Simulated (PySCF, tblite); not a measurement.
# C3H8NSi radical: geometry, infrared bands and EPR parameters

What infrared bands and EPR parameters should C3H8NSi radical (`[SiH3]C[C@H]1[CH]N1`) show?

Computed with tblite 0.8.0 and PySCF 2.14.0, with density-fitted response routines of our own, on a single molecule in the gas phase. Atoms are numbered from 0 throughout.

## (1) The molecule as given

13 atoms, charge 0, multiplicity 2; geometry from: force field or distance geometry start.

Bonds of the start (Å): Si0–C1 1.89, C1–C2 1.49, C2–C3 1.45, C3–N4 1.45, N4–C2 1.46, Si0–H5 1.49, Si0–H6 1.48, Si0–H7 1.48, C1–H8 1.10, C1–H9 1.08, C2–H10 1.09, C3–H11 1.10, N4–H12 1.02.

## (2) Geometry optimisation with GFN2-xTB

What the job is given:

```
{"job": {"kind": "relax", "xc": "GFN2-xTB", "basis": "xTB"}, "charge": 0, "multiplicity": 2}
Si     1.566100    -1.091400     0.398900
C      0.531000     0.191700    -0.526000
C     -0.933800     0.113700    -0.266300
C     -1.564700     0.889700     0.785600
N     -1.779800     1.263200    -0.595800
H      1.100800    -2.458100     0.037500
H      1.416500    -0.907400     1.864100
H      2.997600    -0.943700     0.042700
H      0.931600     1.178100    -0.263600
H      0.705400     0.048900    -1.585900
H     -1.382200    -0.852800    -0.493300
H     -2.368600     0.479200     1.408000
H     -1.224300     2.089300    -0.823500
```

Run with:

```
OMP_NUM_THREADS=1 python probes_run.py task.json out
```

This one command runs all jobs of the session in turn.

**Question.** This job is followed by: GFN2-xTB harmonic vibrations, gas phase; UKS B3LYP, pcH-1 on C H N Si, non-relativistic, mean-field spin-orbit, GIAO. Predict these results of the whole session: strongest single infrared mode (GFN2-xTB); zero-point energy (GFN2-xTB); g(iso) (B3LYP); ⟨S²⟩; largest a(iso) (averaged by class); potential on the surface of density 0.002 e/bohr³, 1st and 99th percentile.

The runs gave:

| quantity | value |
| --- | --- |
| strongest single infrared mode (GFN2-xTB) | 788 cm⁻¹, 563 km/mol |
| zero-point energy (GFN2-xTB) | 60.8 kcal/mol |
| g(iso) (B3LYP) | 2.00274 |
| ⟨S²⟩ | 0.753 (exact 0.75) |
| largest a(iso) (averaged by class) | 13C on C3, 284.6 MHz |
| potential on the surface of density 0.002 e/bohr³, 1st and 99th percentile | -1.39 V and 1.56 V |

In words: Over 40 steps the energy fell by 0.179 eV; of the close pairs, C3–N4 changed most, 1.447 to 1.392 Å. All 33 modes are real, so the xTB geometry is a minimum. GFN2-xTB is a fitted tight-binding method: band positions and strengths are rough. Its intensities can rank the bands wrongly. Most of the unpaired spin sits on C3 (0.85 e). The isotropic g lies 0.4 ppt above the free-electron value. These values are for one conformer; the search (at its own cheap level) found 2 more, at 0.11, 0.15 kcal/mol, and measured spectra average over such forms.
